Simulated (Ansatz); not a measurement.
# ScB: the cost of one run

Method: DFT PBE, scalar-relativistic, plane waves, PAW, in Ansatz 0.2.0.

## Step 1: The structure to begin with

It takes space group P4/mmm (No. 123, tetragonal). Conventional cell: a = 3.637 Å, b = 3.637 Å, c = 14.000 Å, α = 90.00°, β = 90.00°, γ = 90.00°. Sc (site symmetry 4/mmm) is surrounded by 4 B at 2.57 Å. Around B (site symmetry 4/mmm) lie 4 Sc at 2.57 Å.

As a file:

```xyz
2
Lattice="3.6369 0.0000 0.0000 0.0000 3.6369 0.0000 0.0000 0.0000 14.0000" Properties=species:S:1:pos:R:3 pbc="T T F"
Sc    0.0000    0.0000    7.0000
B     1.8184    1.8184    7.0000
```

A structure generator made this guess: random sheet by layer group and Wyckoff sites. Its size is a rough estimate.

Only a and b are periodic; c spans vacuum, so the box's volume, pressure and space group aren't properties of the sheet.

## Step 2: A first look at the guess

input.yaml

```yaml
crystal:
  lattice:
    - [3.636884, 0.0, 0.0]
    - [0.0, 3.636884, 0.0]
    - [0.0, 0.0, 14.0]
  atoms:
    - { symbol: Sc, position: [0.0, 0.0, 0.5] }
    - { symbol: B, position: [0.5, 0.5, 0.5] }
  periodic: [true, true, false]
basis:
  ecutwfc: 420
kpoints:
  mp_grid: { grid: [6, 6, 1] }
hamiltonian:
  xc: pbe
scf:
  occupations: { method: gaussian, width: 0.1 }
  lower_state_search: "off"
output:
  forces: true
  stress: true
  eigenvalues: true
```

Started as:

```
> ansatz run input.yaml --threads 1 --pin off --max-ram 2048MiB --backend cpu --events-out ev --progress --plain --runs-dir out
```

**Question.** How long does this run take on 1 thread of Arm Neoverse V2, shared host, and how much memory does it need?

About 2.9 s, with a peak of 0.42 GiB.
